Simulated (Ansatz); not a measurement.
# AgB2: pressure against volume

An exercise on one series of results from a longer session: the logs are not shown, and one member is left open.

Computed with Ansatz 0.2.0 (DFT PBEsol, scalar-relativistic, unless a step's input says otherwise).

### The starting structure

The structure is hexagonal, space group P6/mmm (No. 191). Conventional cell: a = 3.000 Å, b = 3.000 Å, c = 3.240 Å, α = 90.00°, β = 90.00°, γ = 120.00°. Around Ag (site symmetry 6/mmm) lie 12 B at 2.37 Å. B (site symmetry -6m2) is surrounded by 3 B at 1.73 Å and 6 Ag at 2.37 Å.

Structure file:

```
Ag B
1.0
     3.00000    0.00000    0.00000
    -1.50000    2.59808    0.00000
     0.00000    0.00000    3.24000
Ag B
1 2
Direct
  0.00000 0.00000 0.00000
  0.33333 0.66667 0.50000
  0.66667 0.33333 0.50000
```

Atoms are numbered in the order of the input: Ag1, B2, B3.

Set-up of the first run:

The input, input.yaml:

```yaml
crystal:
  lattice:
    - [2.9387599332, 0.0, 0.0]
    - [-1.4693799666, 2.5450407578, 0.0]
    - [0.0, 0.0, 3.1738589922]
  atoms:
    - { symbol: Ag, position: [0.0, 0.0, 0.0] }
    - { symbol: B, position: [0.3333333333, 0.6666666667, 0.5] }
    - { symbol: B, position: [0.6666666667, 0.3333333333, 0.5] }
kpoints:
  mp_grid: { grid: [16, 16, 13] }
  band_path:
    path:
      - [0.0, 0.0, 0.0]
      - [0.5, 0.0, 0.0]
      - [0.3333333333, 0.3333333333, 0.0]
      - [0.0, 0.0, 0.0]
      - [0.0, 0.0, 0.5]
      - [0.5, 0.0, 0.5]
      - [0.3333333333, 0.3333333333, 0.5]
      - [0.0, 0.0, 0.5]
      - [0.5, 0.0, 0.5]
    npoints: 5
scf:
  occupations: { method: fermi_dirac, width: 0.05 }
hamiltonian:
  xc: pbesol
  pseudopotentials: { kind: all_electron, lapw: { basis_error: 0.001 } }
output:
  forces: true
  stress: true
  eigenvalues: true
```

Launch:

```console
$ ansatz run input.yaml --threads 1 --pin off --max-ram 4096MiB --backend cpu --events-out ev --progress --plain --runs-dir out
```

Among the steps run: Volume × 0.94, LAPW; Volume × 0.94, PAW; Volume × 0.94, crystal datasets; Volume × 0.98, LAPW; Volume × 0.98, PAW; Volume × 0.98, crystal datasets; Volume × 1.01, LAPW; Volume × 1.01, PAW; Volume × 1.01, crystal datasets; Volume × 1.04, LAPW; Volume × 1.04, PAW; Volume × 1.04, crystal datasets.

One table of the session follows, with a row left open; its other results are not shown here.

| method | volume (Å³/atom) | pressure (GPa) |
| --- | --- | --- |
| LAPW | 7.913 | 72.20 |
| LAPW | 8.249 | 54.48 |
| LAPW | 8.502 | 43.21 |
| LAPW | 8.754 | 33.40 |
| PAW | 7.913 | ? |
| PAW | 8.249 | 54.56 |
| PAW | 8.502 | 43.28 |
| PAW | 8.754 | 33.46 |
| crystal datasets | 7.913 | 72.20 |
| crystal datasets | 8.249 | 54.48 |
| crystal datasets | 8.502 | 43.21 |
| crystal datasets | 8.754 | 33.40 |

Q: Estimate the row for PAW, 7.913 from the others.

The run gave: pressure (GPa): 72.30. In the column «pressure (GPa)» it is the highest.

To keep in mind: Warnings in the runs' records: gradients without spin orbit, crystal datasets made.
